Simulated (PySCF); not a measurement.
**BCNOF2 (SMILES O=C=NB(F)F): levels of theory compared**

We compute a comparison of 3 runs (HF/pc-0, HF/pc-1, HF/aug-pc-1) of BCNOF2. The job is set up through a Python script.

Program for the calculation: PySCF 2.14.0.

## Step 1: The structure to begin with

BCNOF2: 6 atoms, total charge 0, spin state singlet. As SMILES, `O=C=NB(F)F`. The coordinates come from a PBE0-D4/def2-TZVP relaxation.

Bond lengths: O1–C2 1.157 Å, C2–N3 1.203 Å, N3–B4 1.415 Å, B4–F5 1.314 Å, B4–F6 1.319 Å. Angles: O1–C2–N3 175.3°, C2–N3–B4 143.9°, N3–B4–F5 119.9°, N3–B4–F6 121.8°, F5–B4–F6 118.3°.

## Step 2: The polarisability at HF/pc-0 (run 1)

File calc.py:

```python
import numpy
from pyscf import gto
from pyscf.prop.polarizability import rhf

molecule = gto.Mole()
molecule.atom = '''
O      2.027487    -3.836522     2.313403
C      1.139316    -2.341371     0.989461
N      0.229602    -0.910281    -0.525155
B     -0.781780     1.544095    -0.842440
F     -1.593228     2.267671    -3.074962
F     -0.941651     3.155654     1.052200
'''
molecule.verbose = 3
molecule.basis = 'pc-0'
molecule.max_memory = 1860
molecule.charge = 0
molecule.unit = 'bohr'
molecule.spin = 0
molecule.build()

hf = molecule.RHF()
hf.conv_tol = 1e-10
hf.kernel()
if not hf.converged:
    hf = hf.newton().run(hf.mo_coeff, hf.mo_occ)

energy = hf.e_tot
print('Final energy', energy)
pol = rhf.Polarizability(hf)
alpha = pol.polarizability()
print('isotropic polarizability %.4f bohr^3' % (numpy.trace(alpha) / 3))
alpha_w = pol.polarizability_with_freq(freq=0.0774)
beta = pol.hyper_polarizability()
```

Launch:

```console
$ OMP_NUM_THREADS=1 python calc.py
```

Standard output:

```text
converged SCF energy = -389.676600299232
Final energy -389.67660029923206
isotropic polarizability 19.5331 bohr^3
```

It took 8.7 s on 1 thread of Arm Neoverse V1, shared host; peak memory 0.13 GiB.

## Step 3: The polarisability at HF/pc-1 (run 2)

File job.py:

```python
import numpy
from pyscf import gto, scf
from pyscf.prop.polarizability import rhf

mol = gto.M(
    atom='''
O      1.072900    -2.030200     1.224200
C      0.602900    -1.239000     0.523600
N      0.121500    -0.481700    -0.277900
B     -0.413700     0.817100    -0.445800
F     -0.843100     1.200000    -1.627200
F     -0.498300     1.669900     0.556800
''',
    charge=0,
    spin=0,
    max_memory=1860,
    verbose=3,
    basis='pc-1',
)

hf = scf.RHF(mol)
hf.conv_tol = 1e-10
hf.kernel()
if not hf.converged:
    hf = hf.newton().run(hf.mo_coeff, hf.mo_occ)

etot = hf.e_tot
print('E = %.10f Eh' % etot)
pol = rhf.Polarizability(hf)
alpha = pol.polarizability()
print('isotropic polarizability %.4f bohr^3' % (numpy.trace(alpha) / 3))
alpha_w = pol.polarizability_with_freq(freq=0.0774)
beta = pol.hyper_polarizability()
```

Launch:

```console
$ OMP_NUM_THREADS=1 python job.py
```

Standard output:

```text
converged SCF energy = -390.818842229121
E = -390.8188422291 Eh
isotropic polarizability 24.6418 bohr^3
```

It took 20 s on 1 thread of Arm Neoverse V1, shared host; peak memory 0.16 GiB.

## Step 4: The polarisability at HF/aug-pc-1 (run 3)

File run.py:

```python
import numpy
from pyscf import gto, scf
from pyscf.prop.polarizability import rhf

molecule = gto.M(
    atom='''
O      2.027487    -3.836522     2.313403
C      1.139316    -2.341371     0.989461
N      0.229602    -0.910281    -0.525155
B     -0.781780     1.544095    -0.842440
F     -1.593228     2.267671    -3.074962
F     -0.941651     3.155654     1.052200
''',
    charge=0,
    basis='aug-pc-1',
    spin=0,
    unit='bohr',
    max_memory=1860,
    verbose=4,
)

calc0 = scf.RHF(molecule)
calc0.conv_tol = 1e-10
calc0.kernel()
if not calc0.converged:
    calc0 = calc0.newton().run(calc0.mo_coeff, calc0.mo_occ)

energy = calc0.e_tot
print('E = %.10f Eh' % energy)
pol = rhf.Polarizability(calc0)
alpha = pol.polarizability()
print('isotropic polarizability %.4f bohr^3' % (numpy.trace(alpha) / 3))
alpha_w = pol.polarizability_with_freq(freq=0.0774)
beta = pol.hyper_polarizability()
```

Launch:

```console
$ OMP_NUM_THREADS=1 python run.py
```

Standard output:

```text
PySCF version 2.14.0

[INPUT] num. atoms = 6
[INPUT] num. electrons = 44
[INPUT] charge = 0
[INPUT] spin (= nelec alpha-beta = 2S) = 0
[INPUT] symmetry False subgroup None
[INPUT] Mole.unit = bohr
[INPUT] Symbol           X                Y                Z      unit          X                Y                Z       unit  Magmom
[INPUT]  1 O      1.072899915837  -2.030200011593   1.224200147274 AA    2.027487000000  -3.836522000000   2.313403000000 Bohr   0.0
[INPUT]  2 C      0.602900063237  -1.239000175509   0.523600212294 AA    1.139316000000  -2.341371000000   0.989461000000 Bohr   0.0
[INPUT]  3 N      0.121500145982  -0.481699960733  -0.277900058201 AA    0.229602000000  -0.910281000000  -0.525155000000 Bohr   0.0
[INPUT]  4 B     -0.413700159953   0.817099885496  -0.445800049567 AA   -0.781780000000   1.544095000000  -0.842440000000 Bohr   0.0
[INPUT]  5 F     -0.843099949400   1.199999815064  -1.627199814845 AA   -1.593228000000   2.267671000000  -3.074962000000 Bohr   0.0
[INPUT]  6 F     -0.498300249840   1.669900182349   0.556800261330 AA   -0.941651000000   3.155654000000   1.052200000000 Bohr   0.0

nuclear repulsion = 196.165999427001
number of shells = 18
number of NR pGTOs = 198
number of NR cGTOs = 138
basis = aug-pc-1
ecp = {}

******** <class 'pyscf.scf.hf.RHF'> ********
method = RHF
initial guess = minao
damping factor = 0
level_shift factor = 0
DIIS = <class 'pyscf.scf.diis.CDIIS'>
diis_start_cycle = 1
diis_space = 8
diis_damp = 0
SCF conv_tol = 1e-10
SCF conv_tol_grad = None
SCF max_cycles = 50
direct_scf = True
direct_scf_tol = 1e-13
Set gradient conv threshold to 1e-05
Initial guess from minao.
init E= -391.989073748381
  HOMO = -0.36639116548431  LUMO = 0.0276333993572662  gap/eV = 10.72195
cycle= 1 E= -390.694315935699  delta_E= 1.29  |g|= 0.827  |ddm|= 3.87
  HOMO = -0.521721964030575  LUMO = 0.0268507815451864  gap/eV = 14.92742
cycle= 2 E= -390.78932932655  delta_E= -0.095  |g|= 0.537  |ddm|=  1.2
  HOMO = -0.502601040099604  LUMO = 0.0350970360587546  gap/eV = 14.63151
cycle= 3 E= -390.839366383791  delta_E= -0.05  |g|= 0.0977  |ddm|= 0.487
  HOMO = -0.492319085590253  LUMO = 0.036389323167648  gap/eV = 14.38689
cycle= 4 E= -390.841247266793  delta_E= -0.00188  |g|= 0.0301  |ddm|= 0.102
  HOMO = -0.490993319595702  LUMO = 0.0364075929565901  gap/eV = 14.35131
cycle= 5 E= -390.841458056341  delta_E= -0.000211  |g|= 0.00779  |ddm|= 0.0446
  HOMO = -0.492434558689909  LUMO = 0.0363313073762628  gap/eV = 14.38845
cycle= 6 E= -390.841473481372  delta_E= -1.54e-05  |g|= 0.00141  |ddm|= 0.00953
  HOMO = -0.492175344190604  LUMO = 0.0363404745627918  gap/eV = 14.38165
cycle= 7 E= -390.84147453234  delta_E= -1.05e-06  |g|= 0.000506  |ddm|= 0.00424
  HOMO = -0.49223044157631  LUMO = 0.0363406558361392  gap/eV = 14.38315
cycle= 8 E= -390.841474604874  delta_E= -7.25e-08  |g|= 0.000164  |ddm|= 0.000873
  HOMO = -0.492208711144303  LUMO = 0.0363417621485462  gap/eV = 14.38259
cycle= 9 E= -390.841474615587  delta_E= -1.07e-08  |g|= 4.88e-05  |ddm|= 0.000356
  HOMO = -0.492201437858365  LUMO = 0.036342240636988  gap/eV = 14.38241
cycle= 10 E= -390.841474616705  delta_E= -1.12e-09  |g|= 1.83e-05  |ddm|= 0.000113
  HOMO = -0.492201794127828  LUMO = 0.0363421792203829  gap/eV = 14.38241
cycle= 11 E= -390.841474616951  delta_E= -2.46e-10  |g|= 7.11e-06  |ddm|= 4.39e-05
  HOMO = -0.492201616128024  LUMO = 0.0363421535014501  gap/eV = 14.38241
cycle= 12 E= -390.841474617016  delta_E= -6.5e-11  |g|= 2.53e-06  |ddm|= 2.55e-05
  HOMO = -0.492201649860765  LUMO = 0.0363421586205455  gap/eV = 14.38241
Extra cycle  E= -390.84147461702  delta_E= -3.98e-12  |g|= 1.55e-06  |ddm|= 4.84e-06
converged SCF energy = -390.84147461702
E = -390.8414746170 Eh
Isotropic polarizability 31.3578488935
Polarizability anisotropy 8.78187148692
isotropic polarizability 31.3578 bohr^3
```

Wall time 2.8 min (1 thread of Arm Neoverse V1, shared host); peak memory 0.47 GiB.

## Step 5: Overview of the runs

| run | level | energy (Eh) | dipole moment (D) | HOMO energy (eV) | LUMO energy (eV) | wall time |
| --- | --- | --- | --- | --- | --- | --- |
| 1 | HF/pc-0 | -389.676600 | 0.34 | -13.79 | 2.61 | 8.7 s |
| 2 | HF/pc-1 | -390.818842 | 0.15 | -13.51 | 3.16 | 20 s |
| 3 | HF/aug-pc-1 | -390.841475 | 0.02 | -13.39 | 0.99 | 2.8 min |

## Step 6: Outcome

```
                                   quantity          value
                        run 3: total energy  -390.84147 Eh
                       run 3: dipole moment         0.02 D
                         run 3: HOMO energy      -13.39 eV
                         run 3: LUMO energy        0.99 eV
                       run 3: HOMO–LUMO gap       14.38 eV
          run 3: mean static polarisability     31.4 bohr³
run 3: mean polarisability at ω = 0.0774 Eh     31.9 bohr³
```

In words: The dipole moment (its size) runs from 0.02 D (HF/aug-pc-1) to 0.34 D (HF/pc-0). The HOMO–LUMO gap runs from 14.38 eV (HF/aug-pc-1) to 16.67 eV (HF/pc-1). All runs together took 3.3 min, the longest 2.8 min.
